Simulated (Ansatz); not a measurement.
# WC: the cost of one run

Method: DFT PBEsol, frozen-core PAW and all-electron LAPW, scalar-relativistic unless said, in Ansatz 0.2.0.

### Step 1. The starting structure

Symmetry: P-6m2, No. 187, hexagonal system. Conventional cell: a = 2.907 Å, b = 2.907 Å, c = 2.837 Å, α = 90.00°, β = 90.00°, γ = 120.00°. Around W (site symmetry -6m2) lie 6 C at 2.20 Å. C (site symmetry -6m2) is surrounded by 6 W at 2.20 Å.

Coordinates:

```xyz
2
Lattice="2.9065 0.0000 0.0000 -1.4532 2.5171 0.0000 0.0000 0.0000 2.8366" Properties=species:S:1:pos:R:3 pbc="T T T"
W     0.0000    0.0000    0.0000
C     1.4533    0.8390    1.4183
```

Cartesian axes are those of the input's lattice vectors. The structure goes back to a database entry.

### Step 2. Cell and atoms relaxed, PAW

input.yaml

```yaml
crystal:
  lattice:
    - [2.9065, 0.0, 0.0]
    - [-1.45325, 2.5171028361, 0.0]
    - [0.0, 0.0, 2.8366]
  atoms:
    - { symbol: W, position: [0.0, 0.0, 0.0] }
    - { symbol: C, position: [0.666666666667, 0.333333333333, 0.5] }
kpoints:
  mp_grid: { grid: [14, 14, 12] }
scf:
  occupations: { method: fermi_dirac, width: 0.08 }
hamiltonian:
  xc: pbesol
  pseudopotentials: { kind: paw }
relax:
  f_tol: 0.002
  max_steps: 80
  cell: {}
output:
  forces: true
  stress: true
  write_density: true
  write_potential: true
  elf: true
  volumetric_format: npy
```

On the command line:

```bash
ansatz run input.yaml --threads 1 --pin off --max-ram 3072MiB --backend cpu --events-out ev --progress --plain --runs-dir out
```

Q: Estimate wall time and peak memory on 1 thread of Arm Neoverse V1, shared host.

About 30 s, with a peak of 0.38 GiB.
